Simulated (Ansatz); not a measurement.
# ClH2OSSi radical: how energies converge with the basis set

One table from this session's results is given with a row withheld; the runs are named, their logs left out.

Program: Ansatz 0.2.0, Gaussian basis. Level of theory: one geometry, several basis sets. These are calculated values, not measurements.

The runs, in order: PBE0-D4/def2-SVP; ωB97M-V/def2-SVP; PBE0-D4/def2-QZVPP; ωB97M-V/def2-QZVPP; the functionals' def2-TZVPP values are taken from earlier runs.

## The geometry

The geometry comes from an earlier relaxation with PBE0-D4 in a triple-zeta def2 set; it is a stationary point.

SMILES `O[SiH]([S])Cl`, 6 atoms, charge 0, spin multiplicity 2.

Atoms are counted from 1 here; the program's logs count them from 0.

Bond lengths: O1–Si2 1.627 Å, O1–H5 0.960 Å, Si2–S3 2.113 Å, Si2–Cl4 2.054 Å, Si2–H6 1.471 Å. Angles: Si2–O1–H5 117.9°, O1–Si2–S3 113.5°, O1–Si2–Cl4 112.7°, O1–Si2–H6 105.3°, S3–Si2–Cl4 101.4°, S3–Si2–H6 115.0°, Cl4–Si2–H6 109.2°.

Set-up of the first run:

Input file in.yaml:

```yaml
crystal:
  periodic: [false, false, false]
  atoms:
    - {symbol: O, position_ang: [-1.095110, 0.265840, -0.773168]}
    - {symbol: Si, position_ang: [0.366332, 0.061960, -0.087040]}
    - {symbol: S, position_ang: [0.499569, 0.863927, 1.863232]}
    - {symbol: Cl, position_ang: [0.813211, -1.913404, 0.256287]}
    - {symbol: H, position_ang: [-1.870183, 0.042250, -0.252723]}
    - {symbol: H, position_ang: [1.328181, 0.615327, -1.052687]}
basis:
  gaussian: {orbitals: def2-SVP}
magnetization: {spin_polarized: true, initial_magnetization: 1}
hamiltonian: {xc: pbe0, dispersion: d4}
output: {orbitals: {seedname: orbitals}}
```

The run is started by

```bash
$ ansatz run in.yaml --threads 4 --pin off --events-out ev --progress --plain --max-ram 10444MiB
```

Steps of the session up to this table: PBE0-D4 in def2-SVP; ωB97M-V in def2-SVP; PBE0-D4 in def2-QZVPP; ωB97M-V in def2-QZVPP.

One table of the session follows, with a row left open; its other results are not shown here.

It belongs to the step «Functionals by basis». 

```
functional       basis  HOMO (eV)  LUMO (eV)
   PBE0-D4    def2-SVP      -7.63      -4.77
   PBE0-D4  def2-TZVPP          ?          ?
   PBE0-D4  def2-QZVPP      -7.83      -4.88
   ωB97M-V    def2-SVP      -9.81      -2.68
   ωB97M-V  def2-TZVPP     -10.00      -2.85
   ωB97M-V  def2-QZVPP     -10.05      -2.91
```

Estimate the missing values for PBE0-D4, def2-TZVPP.

The run gave: HOMO (eV): -7.79; LUMO (eV): -4.85. In the column «HOMO (eV)» it lies between PBE0-D4, def2-QZVPP (-7.83) and PBE0-D4, def2-SVP (-7.63).
